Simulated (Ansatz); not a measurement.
Working through a test of the smearing width of Ta, space group P6_3/mmc

Computed with Ansatz's Python interface.

The cells in order, each with its output:

**Cell 1**
```python
import warnings

import ansatz as az
```

**Cell 2**
```python
FUNCTIONAL = "pbesol"
K_SPACING = 0.24
```

**Cell 3**
```python
warnings.simplefilter("ignore", az.DeckWarning)
```

**Cell 4**
```python
crystal = (
    az.Lattice.of((2.90037, 0.0, 0.0), (-1.45019, 2.5118, 0.0), (0.0, 0.0, 5.16627))
    .atom("Ta", (2 / 3, 1 / 3, 0.75))
    .atom("Ta", (1 / 3, 2 / 3, 0.25))
)
```

**Cell 5**
```python
job = crystal.calculation().functional(FUNCTIONAL).pseudopotentials("paw").kpoints(spacing=K_SPACING).stress()
```

**Cell 6**
```python
rows = []
for value in [0.3, 0.2, 0.1, 0.05]:
    summary = job.occupations("methfessel_paxton", width=value).run().report
    rows.append((value, summary["free_energy_ev"] / len(summary["lattice"]["sites"]), summary["n_iterations"], sum(summary["stress_gpa"][i][i] for i in range(3)) / 3, summary["n_kpoints"]))
```

**Cell 7**
```python
print("  width (eV)   F/atom (eV)    iterations       P (GPa)      k-points")
for row in rows:
    print(f"{str(row[0]):>12s}  {row[1]:12.5f}  {row[2]:12d}  {row[3]:12.3f}  {row[4]:12d}")
```
Output:
```text
  width (eV)   F/atom (eV)    iterations       P (GPa)      k-points
         0.3   -9806.18990             5        -7.236            64
         0.2   -9806.19215             5        -7.255            64
         0.1   -9806.19339             5        -7.269            64
        0.05   -9806.19360             5        -7.283            64
```

**Cell 8**
```python
# the last row is the reference
for row in rows[:-1]:
    shift = 1000 * (row[1] - rows[-1][1])
    print(f"{row[0]}: {shift:+.2f} meV/atom" + ("  (within 5 meV)" if abs(shift) < 5 else ""))
```
Output:
```text
0.3: +3.70 meV/atom  (within 5 meV)
0.2: +1.44 meV/atom  (within 5 meV)
0.1: +0.21 meV/atom  (within 5 meV)
```

Going from 0.05 to 0.3 eV changes F by +3.7 meV an atom. This scheme is built to cancel the term in the square of the width, but that needs a smooth density of states and a fine mesh, and here a sizeable shift remains. The pressure moves from -7.28 to -7.24 GPa.

Caveats:
- For a metal this k-point mesh is coarse: on a finer one energies can move by several to tens of meV an atom and pressures by half a GPa or more, differences at one mesh by less.
- The narrowest width needs the finest mesh, so the last row is no converged reference.
- Pressure is positive in compression.
- Spin-orbit coupling, which matters for elements this heavy, is left out.
- At these settings the cell as given stands under about -7 GPa, so it isn't at this functional's equilibrium volume.
- This isn't the structure that Ta takes at ambient conditions.
- The whole script took 8.2 s on 1 thread of Arm Neoverse V1, on a shared host, peak memory 0.37 GiB.
